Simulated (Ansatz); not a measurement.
# Relaxation of TlPt

Aim: in TlPt, a crystal from a database, its volume scaled a little, relax cell and atoms at 5 GPa, then read levels, charges and fields where it ends.

All numbers below are computed with Ansatz 0.2.0 (DFT, PBE, spin-orbit coupling, plane waves, PAW).

## (1) The structure

Symmetry: P6/mmm, No. 191, hexagonal system. Conventional cell: a = 5.647 Å, b = 5.647 Å, c = 4.674 Å, α = 90.00°, β = 90.00°, γ = 120.00°. Tl (site symmetry mmm) is surrounded by 4 Tl at 2.82 Å and 6 Pt at 2.82 to 2.85 Å. Pt (site symmetry 6/mmm) is surrounded by 6 Tl at 2.82 Å. Pt (site symmetry -6m2) is surrounded by 6 Tl at 2.85 Å and 3 Pt at 3.26 Å.

As a file:

```
Tl Pt
1.0
     2.82366    4.89073    0.00000
    -2.82366    4.89073    0.00000
     0.00000    0.00000    4.67403
Tl Pt
3 3
Direct
  0.50000 0.50000 0.00000
  0.50000 0.00000 0.00000
  0.00000 0.50000 0.00000
  0.00000 0.00000 0.00000
  0.33330 0.33340 0.50000
  0.66660 0.66670 0.50000
```

It starts from an earlier solution of the starting cell (checkpoint.read).

## (2) The walk to rest

File input.yaml:

```yaml
crystal:
  lattice:
    - [2.823664, 4.890727, 0.0]
    - [-2.823664, 4.890727, 0.0]
    - [0.0, 0.0, 4.674033]
  atoms:
    - { symbol: Tl, position: [0.5, 0.5, 0.0] }
    - { symbol: Tl, position: [0.5, 0.0, 0.0] }
    - { symbol: Tl, position: [0.0, 0.5, 0.0] }
    - { symbol: Pt, position: [0.0, 0.0, 0.0] }
    - { symbol: Pt, position: [0.3333, 0.3334, 0.5] }
    - { symbol: Pt, position: [0.6666, 0.6667, 0.5] }
  symmetry: { tolerance: 0.0003 }
kpoints:
  mp_grid: { grid: [5, 5, 5], shift: [0, 0, 0] }
magnetization:
  noncollinear: true
  spin_orbit: true
scf:
  occupations: { method: fermi_dirac }
  lower_state_search: "off"
hamiltonian:
  pseudopotentials: { kind: paw_fr }
  xc: pbe
basis:
  ecutwfc: 420
  fft_grid_basis: typed
relax:
  max_steps: 40
  cell: { p_target: 5.0 }
output:
  forces: true
  stress: true
  eigenvalues: true
  bader: true
  populations: true
  elf: true
  write_potential: true
  volumetric_format: npy
  dos:
    e_range: [-12, 8]
    de: 0.05
    projected: { site_lists: { Pt: [Pt], Tl: [Tl] } }
    method: { smearing: { sigma: 0.1, scheme: gaussian } }
  write_density: true
checkpoint:
  read: saved_state
```

The run is started by

```console
ansatz run input.yaml --threads 2 --pin off --max-ram 3584MiB --backend cpu --events-out ev --progress --plain --runs-dir out
```

What does the calculation give? Wanted: moves; largest move; cell; volume; pressure at the end; character; Bader charges.

The runs gave:

| quantity | value |
| --- | --- |
| moves | 6 |
| largest move | 0.00 Å |
| space group (0.01 Å), before / after | P6/mmm / P6/mmm |
| cell | a = 6.181 Å, b = 6.181 Å, c = 4.137 Å, α = 90.00°, β = 90.00°, γ = 60.00° |
| volume | 22.81 Å³/atom (+6.0 %) |
| pressure at the end | 5.01 GPa |
| character | metal |
| density of states, mean within 0.25 eV of the Fermi level | 4.6 per eV per cell |
| Bader charges | Tl +0.40, Pt -0.40 to -0.38 e |

**Reading.** The volume grew by 6.0 %, and the atoms end where they began within the cell. The shape changed more than that tells: the edges moved by +9, +9, -11 %. The run held to 24 symmetry operations, so a lower structure without them is not ruled out. Bands cross the Fermi level: a metal; within 0.25 eV of the Fermi level the density of states averages 4.6 per eV per cell, mostly Pt d (46 %), Tl p (24 %) and Pt s (17 %). By Bader's partition Tl gives up most (+0.40 e) and Pt takes most (-0.40 e).

Caveats: started without moments under time reversal, so no moment could form; the k mesh is coarse for a cell without a gap.
